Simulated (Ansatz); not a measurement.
# Rb3NaH: the cost of one run

Program: Ansatz 0.2.0. Level of theory: DFT PBE, scalar-relativistic, plane waves, PAW. These are calculated values, not measurements.

**1. The starting structure**

It takes space group Pm-3m (No. 221, cubic). The conventional cell has a = 6.308 Å, b = 6.308 Å, c = 6.308 Å, α = 90.00°, β = 90.00°, γ = 90.00°. Rb (site symmetry 4/mmm) is surrounded by 2 H at 3.15 Å. Na (site symmetry m-3m) is surrounded by 12 Rb at 4.46 Å. H (site symmetry m-3m) is surrounded by 6 Rb at 3.15 Å.

Coordinates:

```
Rb Na H
1.0
     6.30769    0.00000    0.00000
     0.00000    6.30769    0.00000
     0.00000    0.00000    6.30769
Rb Na H
3 1 1
Direct
  0.50000 0.00000 0.50000
  0.50000 0.50000 0.00000
  0.00000 0.50000 0.50000
  0.00000 0.00000 0.00000
  0.50000 0.50000 0.50000
```

The cell was relaxed beforehand at this level, from a database cell with other species swapped in; it needn't be the stable form of this composition. At a tolerance of 0.05 Å it has space group Pm-3m (No. 221); it has 50.19 Å³/atom, an uncorrected energy of +0.00 eV/atom over the elements and, on its mesh, gap none (metal).

**2. Point at V/V0 = 0.97**

input.yaml

```yaml
crystal:
  lattice:
    - [6.2439727834, 0.0, 0.0]
    - [0.0, 6.2439727834, 0.0]
    - [0.0, 0.0, 6.2439727834]
  atoms:
    - { symbol: Rb, position: [0.5, 0.0, 0.5] }
    - { symbol: Rb, position: [0.5, 0.5, 0.0] }
    - { symbol: Rb, position: [0.0, 0.5, 0.5] }
    - { symbol: Na, position: [0.0, 0.0, 0.0] }
    - { symbol: H, position: [0.5, 0.5, 0.5] }
basis:
  ecutwfc: 420
kpoints:
  mp_grid: { grid: [6, 6, 6] }
hamiltonian:
  xc: pbe
scf:
  occupations: { method: gaussian, width: 0.1 }
output:
  forces: true
  stress: true
  eigenvalues: true
```

Started as:

```bash
> ansatz run input.yaml --threads 1 --pin off --max-ram 2048MiB --backend cpu --events-out ev --progress --plain --runs-dir out
```

Q: Estimate wall time and peak memory on 1 thread of Arm Neoverse V2, shared host.

About 6.1 s, with a peak of 0.43 GiB.
